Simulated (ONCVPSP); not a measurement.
# Germanium: generating and testing an ONCV potential

Aim: build the potential from the settings below, then test how well it stands in for the atom: other configurations, scattering, ghost states and the plane-wave cutoff that it needs.

Program: ONCVPSP 4.0.1. Reference atom: PBE, scalar-relativistic, spherical and spin-unpolarised. All values are calculated.

### Step 1. Starting point

Typed settings, in words:

```
element                 : germanium (Ge, Z = 32)
type                    : optimised norm-conserving Vanderbilt (ONCV)
frozen core             : [Ar] 3d10
valence charge          : 4
reference configuration : 4s2 4p2
partial waves           : 4s: rc 1.50 bohr, ncon 3, nbas 7, qcut 4.7 1/bohr, 3 projectors, debl 0.8 Ha; 4p: rc 1.60 bohr, ncon 4, nbas 7, qcut 4.3 1/bohr, 1 projector; d scattering state at 0.37 Ha: rc 1.55 bohr, ncon 4, nbas 8, qcut 6.9 1/bohr, 2 projectors, debl 2.5 Ha
local potential         : polynomial inside 1.40 bohr (lpopt 3, dvloc0 0 Ha)
core correction         : not asked for
```

### Step 2. Generation

The input, Ge.dat:

```
# ATOM AND REFERENCE CONFIGURATION
# atsym  z   nc   nv     iexc    psfile
  Ge 32.00    6    2        4      upf
#
#   n    l    f
    1    0    2.00
    2    0    2.00
    2    1    6.00
    3    0    2.00
    3    1    6.00
    3    2   10.00
    4    0    2.00
    4    1    2.00
#
# PSEUDOPOTENTIAL AND OPTIMIZATION
# lmax
    2
#
#   l,   rc,      ep,       ncon, nbas, qcut
    0    1.50    0.00    3    7    4.70
    1    1.60    0.00    4    7    4.30
    2    1.55    0.37    4    8    6.90
#
# LOCAL POTENTIAL
# lloc, lpopt,  rc(5),   dvloc0
    4    3    1.40    0.00
#
# VANDERBILT-KLEINMAN-BYLANDER PROJECTORs
# l, nproj, debl
    0    3    0.80
    1    1    2.00
    2    2    2.50
#
# MODEL CORE CHARGE
# icmod, fcfact, rcfact
    0    0.00    0.00
#
# LOG DERIVATIVE ANALYSIS
# epsh1, epsh2, depsh
   -2.00    5.00    0.02
#
# OUTPUT GRID
# rlmax, drl
    6.00    0.01
#
# TEST CONFIGURATIONS
# ncnf
    4
# nvcnf
#   n    l    f
    2
    4    0    2.00
    4    1    1.00
#
    2
    4    0    2.00
    4    1    0.00
#
    2
    4    0    1.00
    4    1    0.00
#
    2
    4    0    1.00
    4    1    3.00
#
```

Started as:

```bash
oncvpsp.x < Ge.dat > Ge.out
```

What does the calculation give? Wanted: cutoffs for 1 and 0.1 mHa per electron, occupied waves; bound ghosts; GHOST(+) flags; largest test error; largest phase difference near zero energy, channels read.

**Answer**, as computed:

| quantity | value |
| --- | --- |
| cutoffs for 1 and 0.1 mHa per electron, occupied waves | 8.8 Ha and 29 Ha |
| bound ghosts | s at -149.49 eV, d at -17.34 eV |
| GHOST(+) flags | s at 966 eV, s at 1498 eV |
| largest test error (AE − PS) | +73 meV, for 4s1 4p0 |
| largest phase difference near zero energy, channels read | 0.078 rad |

It has a bound ghost (s, d), a state that the atom doesn't have, and that rules the file out. By total energies transferability is fair: the largest error is 73 meV on 57.7 eV, for 4s1 4p0. That test lies far up in energy; among those under 40 eV, nearer to bonding, the largest error is 11 meV. It counts as soft on the atom at that tolerance, with 8.8 Ha needed at the looser tolerance. The tighter tolerance needs 29 Ha, and converged work needs a cutoff nearer that. At the looser tolerance the 4s wave is the slowest; 4p needs 6 Ha. That counts occupied waves only; other projectors can need more. Near zero energy the largest phase difference among the channels read is 0.08 rad, in the d channel. The program also flags highly localised states, GHOST(+) (s).
